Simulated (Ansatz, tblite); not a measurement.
SrO: GFN1-xTB, run from Python

These are simulated results from tblite 0.8.0, not measurements. The cell began as a measured structure and was relaxed with r2SCAN in plane waves (Ansatz 0.2.0). All runs are without spin polarisation.

The symmetry is Fm-3m (No. 225, cubic); conventional cell a = 5.160 Å, 17.17 Å³ an atom. Sr is surrounded by 6 O at 2.58 Å; O is surrounded by 6 Sr at 2.58 Å.

tblite solves periodic systems at the zone centre alone, so the script builds a cluster of 2×2×2 conventional cells (64 atoms), which folds in a coarse mesh of k points.

run.py reads:

```python
import json
from ase import Atoms
from ase.build import make_supercell
from ase.units import Bohr, GPa, Hartree
from tblite.interface import Calculator

atoms = Atoms(['Sr', 'O'],
              cell=[[0.0, 2.57989272, 2.57989272], [2.57989272, 0.0, 2.57989272], [2.57989272, 2.57989272, 0.0]],
              scaled_positions=[[0.5, 0.5, 0.5], [0.0, 0.0, 0.0]],
              pbc=True)
cluster = make_supercell(atoms, [[-2, 2, 2], [2, -2, 2], [2, 2, -2]])
calc = Calculator('GFN1-xTB', cluster.numbers, cluster.positions / Bohr, lattice=cluster.cell[:] / Bohr, periodic=cluster.pbc)
calc.set('temperature', 0.02 / Hartree)
calc.set('max-iter', 150)
res = calc.singlepoint()
levels = res.get('orbital-energies') * Hartree
nv = round(res.get('orbital-occupations').sum() / 2)
cells = len(cluster) // len(atoms)
out = {'energy_per_cell': res.get('energy') * Hartree / cells, 'homo': levels[nv - 1], 'lumo': levels[nv],
       'stress': (-res.get('virial') * Hartree / cluster.get_volume() / GPa).tolist(), 'charges': res.get('charges')[:len(atoms)].tolist(), 'electrons': 2 * nv / cells}
json.dump(out, open('results.json', 'w'))
for key, value in out.items():
    print(key, value)
```

Command: `python run.py`. It took 8.5 s on 1 thread of Intel(R) Xeon(R) 6975P-C (Granite Rapids), with other jobs on the host, peak memory 0.12 GiB.

What it printed:

```
------------------------------------------------------------
  cycle        total energy    energy error   density error
------------------------------------------------------------
      1     -111.1958796268  -1.1115234E+02   1.1980687E+00
      2      24996.15945842   2.5107355E+04   3.3469189E+00
      3      7452.503867369  -1.7543656E+04   1.4452103E+00
      4      31157.33399755   2.3704830E+04   3.4751609E+00
      5      19288.92458173  -1.1868409E+04   2.2679831E+00
      6      6792.033414955  -1.2496891E+04   1.2682286E+00
      7      16848.31088329   1.0056277E+04   2.0342938E+00
      8      1467.983496311  -1.5380327E+04   9.1285923E-01
      9     -133.2024717474  -1.6011860E+03   1.0254820E+00
     10     -30.50680623864   1.0269567E+02   9.5664521E-01
     11     -165.9679187775  -1.3546111E+02   9.2950926E-01
     12      1678.639599242   1.8446075E+03   1.2229024E+00
     13      1649.962081121  -2.8677518E+01   1.2213861E+00
     14      1292.326094630  -3.5763599E+02   1.1915817E+00
     15      478.6013279755  -8.1372477E+02   1.0897261E+00
     16      1943.404393855   1.4648031E+03   1.2665615E+00
     17      2269.791826355   3.2638743E+02   1.3035117E+00
     18      1353.052336860  -9.1673949E+02   1.1843974E+00
     19      6736.766178061   5.3837138E+03   1.6609487E+00
     20      8082.396055817   1.3456299E+03   1.7256664E+00
     21      8607.898753875   5.2550270E+02   1.7594289E+00
     22      8437.098423975  -1.7080033E+02   1.7400597E+00
     23      10715.18978411   2.2780914E+03   1.7728871E+00
     24      10517.25387386  -1.9793591E+02   1.7306226E+00
     25      12189.28406857   1.6720302E+03   1.7695884E+00
     26      13702.99034752   1.5137063E+03   1.8206215E+00
     27      13024.76598078  -6.7822437E+02   1.8274742E+00
     28      11714.39801640  -1.3103680E+03   1.7734105E+00
     29      10835.75150097  -8.7864652E+02   1.7467538E+00
     30      10058.09284981  -7.7765865E+02   1.6747822E+00
     31      9694.644581255  -3.6344827E+02   1.6228904E+00
     32      9171.912934255  -5.2273165E+02   1.5346358E+00
     33     -63.58463800788  -9.2354976E+03   1.7803456E-01
     34      298.2812122733   3.6186585E+02   3.9535504E-01
     35     -101.7508581027  -4.0003207E+02   1.5590010E-01
     36     -156.0973760132  -5.4346518E+01   7.7138229E-02
     37     -149.6893497416   6.4080263E+00   9.0065578E-02
     38     -177.7888683300  -2.8099519E+01   2.9098481E-02
     39     -179.7211365220  -1.9322682E+00   1.9784940E-02
     40     -180.8144373127  -1.0933008E+00   1.3704795E-02
     41     -180.6253625612   1.8907475E-01   1.3006692E-02
     42     -180.7851511628  -1.5978860E-01   7.9937836E-03
     43     -180.9904861528  -2.0533499E-01   6.2088037E-03
     44     -180.9907755021  -2.8934939E-04   4.5443752E-03
     45     -180.9798032398   1.0972262E-02   3.1281994E-03
     46     -180.6919558904   2.8784735E-01   8.6987157E-03
     47     -180.8136579875  -1.2170210E-01   6.9303020E-03
     48     -180.9809193495  -1.6726136E-01   2.1500766E-03
     49     -180.9903550326  -9.4356832E-03   1.0835395E-03
     50     -180.9896870675   6.6796510E-04   8.7523440E-04
     51     -180.9922818095  -2.5947419E-03   2.0511408E-04
     52     -180.9924046353  -1.2282585E-04   1.2207364E-04
     53     -180.9924083126  -3.6773022E-06   9.9326628E-05
     54     -180.9923983857   9.9268817E-06   8.1597662E-05
     55     -180.9922936971   1.0468860E-04   1.6606987E-04
     56     -180.9923307151  -3.7017986E-05   1.3464386E-04
     57     -180.9924002993  -6.9584189E-05   5.0452621E-05
     58     -180.9923964533   3.8459816E-06   6.0594012E-05
     59     -180.9924067608  -1.0307476E-05   2.8073368E-05
     60     -180.9924087840  -2.0232154E-06   7.1323662E-06
     61     -180.9924085703   2.1374669E-07   8.3367506E-06
------------------------------------------------------------

 total:                                   8.055 sec
energy_per_cell -153.9079467839286
homo 197.15483020756622
lumo 203.3911565951518
stress [[-64.74505650267983, 1.3380609449392037e-09, 2.9114910654865207e-09], [1.3380609691523498e-09, -64.74505650566057, -3.294487267200815e-09], [2.9114910660609137e-09, -3.2944873077205757e-09, -64.74505650582483]]
charges [1.4743362228676227, -1.4722737098192613]
electrons 8.0
```

The cycle table is in hartree for the whole cluster, and the lines after it are in eV (the energy for one cell). The printed stress is in GPa and positive in compression, and the pressure is its mean diagonal.

GFN1-xTB gives a gap of 6.24 eV. On the same cell, plane-wave PBE (Ansatz, 8×8×8 k points and the special points) gives a gap of 3.32 eV and r2SCAN a gap of 3.80 eV; on shared hosts these took about 0.66 and 1.5 core-seconds on the 2-atom cell, against 8.5 for the script. Semilocal gaps usually lie below measured ones. xTB was fitted to molecules, so gaps, charges and pressures of solids can be far off, and the gap also depends on the size of the cluster.

The pressure on this cell is -64.7 GPa (positive in compression).

xTB was fitted mostly to molecules, and a small cluster samples few k points, so gaps, pressures and kinks along a curve can be far from a solid's.
